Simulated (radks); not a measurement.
**Cu⁸⁺ in [Ar] 3d3: an all-electron calculation**

What are the levels of the copper ion Cu8+, how large are its shells, and how does its energy divide?

Method: non-relativistic Kohn-Sham, PBE, spin-unpolarised, spherical densities, point nucleus. Code: radks (a radial shooting solver on a logarithmic mesh, Libxc functionals) version 1.

### Step 1. The atom as given

| Quantity | Value |
| --- | --- |
| element | copper (Z = 29) |
| charge | +8 |
| electrons | 21 |
| configuration | [Ar] 3d3 |

Outer shells as boxes (Hund's rule):

Cu⁸⁺
```
[Ar] core
3d [↑ ][↑ ][↑ ][  ][  ]
```

### Step 2. The calculation

Settings of this run:

```text
Z 29
configuration [Ar] 3d3
relativity non-relativistic
functional pbe,pbe
spin unpolarised
nucleus point
```

Launch:

```sh
$ python run_ks.py task.json out
```

All runs below come from this command, one after another.

Q: Predict the outcome of this run.

The runs gave:

```
                        quantity                 value
                    total energy   -1617.35572 hartree
exchange-correlation share of it                3.74 %
                            −T/E                0.9994
          highest occupied level        3d, -181.64 eV
    most extended occupied level  3p, <r> = 0.678 bohr
 radius at density 0.001 e/bohr³             1.91 bohr
    maxima of the radial density                     3
         ionisation energy, NIST       198 (theory) eV
```

**Reading.** The radial density shows 3 maxima for 3 occupied principal shells. −T/E = 0.9994, near the virial value of 1. The top level binds by 181.64 eV, 92 % of the NIST ionisation energy of 198 eV. Spin polarisation and multiplet splitting are left out.
